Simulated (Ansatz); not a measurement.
# Yb (Yb (111), 4 layers): a single-point run

Aim: a sound single-point run of Yb (Yb (111), 4 layers). The structure is shown as the input types it.

Program: Ansatz 0.2.0. Level of theory: DFT, PBE, PAW with Ansatz's default frozen-core files, scalar-relativistic. These are calculated values, not measurements.

## (1) Starting point

Symmetry: P-3m1, No. 164, trigonal system. Conventional cell: a = 3.693 Å, b = 3.693 Å, c = 17.916 Å, α = 90.00°, β = 90.00°, γ = 120.00°. Yb (site symmetry 3m) has 9 Yb at 3.64 to 3.69 Å in its first shell of neighbours. Yb (site symmetry 3m) has 12 Yb at 3.64 to 3.69 Å in its first shell of neighbours.

As a file:

```cif
data_structure
_symmetry_space_group_name_H-M 'P 1'
_symmetry_Int_Tables_number 1
_cell_length_a 3.6933
_cell_length_b 3.6933
_cell_length_c 17.9158
_cell_angle_alpha 90.000
_cell_angle_beta 90.000
_cell_angle_gamma 120.000
_cell_volume 211.64
loop_
_atom_site_label
_atom_site_type_symbol
_atom_site_fract_x
_atom_site_fract_y
_atom_site_fract_z
_atom_site_occupancy
Yb1 Yb 0.00000 0.00000 0.25117 1
Yb2 Yb 0.33333 0.66667 0.41594 1
Yb3 Yb 0.66667 0.33333 0.58406 1
Yb4 Yb 0.00000 0.00000 0.74883 1
```

## (2) Running it

input.yaml

```yaml
crystal:
  lattice:
    - [3.6933394647, 0.0, 0.0]
    - [-1.8466697323, 3.1985258012, 0.0]
    - [0.0, 0.0, 17.9158]
  atoms:
    - { symbol: Yb, position: [0.0, 0.0, 0.2511747944] }
    - { symbol: Yb, position: [0.3333333333, 0.6666666667, 0.4159363986] }
    - { symbol: Yb, position: [0.6666666667, 0.3333333333, 0.5840625108] }
    - { symbol: Yb, position: [0.0, 0.0, 0.7488252056] }
kpoints:
  mp_grid: { grid: [11, 11, 1] }
scf:
  occupations: { method: fermi_dirac, width: 0.08 }
  max_iter: 1
hamiltonian:
  xc: pbe
  pseudopotentials: { kind: paw }
output:
  forces: true
  stress: true
  eigenvalues: true
efield:
  axis: 3
  amplitude: 0
  dipole_correction: true
```

On the command line:

```console
> ansatz run input.yaml --threads 2 --pin off --max-ram 6144MiB --backend cpu --events-out ev --progress --plain --runs-dir out
```

Q: Will this input give a usable result? If not, why, and what should change?

After 1 cycle the loop was ended unconverged. The density residual dr2 stood at 0.682 eV (threshold 1.0e-7). Its numbers are not properties of the system.

Look at the input: scf.max_iter is 1. The run was allowed too few self-consistency cycles to reach its threshold.

Fix: delete scf.max_iter (the default then holds).
